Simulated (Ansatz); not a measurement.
# YZn: strong compression

The task here is to estimate one member of a computed series from the others.

Method: DFT, LDA, PAW with Ansatz's default frozen-core files, scalar-relativistic, in Ansatz 0.2.0.

## The system as given

It takes space group Fm-3m (No. 225, cubic). The conventional cell has a = 5.926 Å, b = 5.926 Å, c = 5.926 Å, α = 90.00°, β = 90.00°, γ = 90.00°. Y (site symmetry m-3m) is surrounded by 6 Zn at 2.96 Å. Around Zn (site symmetry m-3m) lie 6 Y at 2.96 Å.

As a file:

```xyz
2
Lattice="0.0000 2.9630 2.9630 2.9630 0.0000 2.9630 2.9630 2.9630 0.0000" Properties=species:S:1:pos:R:3 pbc="T T T"
Y     0.0000    0.0000    0.0000
Zn    2.9630    2.9630    2.9630
```

Whether this phase is the stable one at these pressures isn't tested.

Atoms are numbered in the order of the input: Y1, Zn2.

The first run:

Contents of input.yaml:

```yaml
crystal:
  lattice:
    - [0.0, 2.962987, 2.962987]
    - [2.962987, 0.0, 2.962987]
    - [2.962987, 2.962987, 0.0]
  atoms:
    - { symbol: "Y", position: [0.0, 0.0, 0.0] }
    - { symbol: Zn, position: [0.5, 0.5, 0.5] }
kpoints:
  mp_grid: { grid: [11, 11, 11] }
scf:
  occupations: { method: fermi_dirac, width: 0.05 }
hamiltonian:
  xc: lda
  pseudopotentials: { kind: paw }
output:
  forces: true
  stress: true
  write_density: true
  write_potential: true
  elf: true
  volumetric_format: npy
relax:
  f_tol: 0.01
  max_steps: 30
```

On the command line:

```bash
> ansatz run input.yaml --threads 1 --pin off --max-ram 2048MiB --backend cpu --events-out ev --progress --plain --runs-dir out
```

Steps of the session up to this table: Atoms relaxed at the given volume, PAW; Volume scaled by 1, PAW; Atoms relaxed at 0.85 of the volume, PAW; Volume scaled by 0.85, PAW; Atoms relaxed at 0.55 of the volume, PAW; Volume scaled by 0.55, PAW; Atoms relaxed at 0.4 of the volume, PAW; Volume scaled by 0.4, PAW.

One table of the session follows, with a row left open; its other results are not shown here.

```
method  volume over the first  volume (Å³/atom)  pressure (GPa)
   PAW                      1            26.013           -4.53
   PAW                   0.85                 ?               ?
   PAW                   0.55            14.307           86.36
   PAW                    0.4            10.405          241.51
```

**Question.** Estimate the row for PAW, 0.85.

As computed: volume (Å³/atom): 22.111; pressure (GPa): 5.66. In the column «volume (Å³/atom)» it lies between PAW, 0.55 (14.307) and PAW, 1 (26.013).

Caveats from the session: Warnings in the runs' records: stress scf threshold loose.
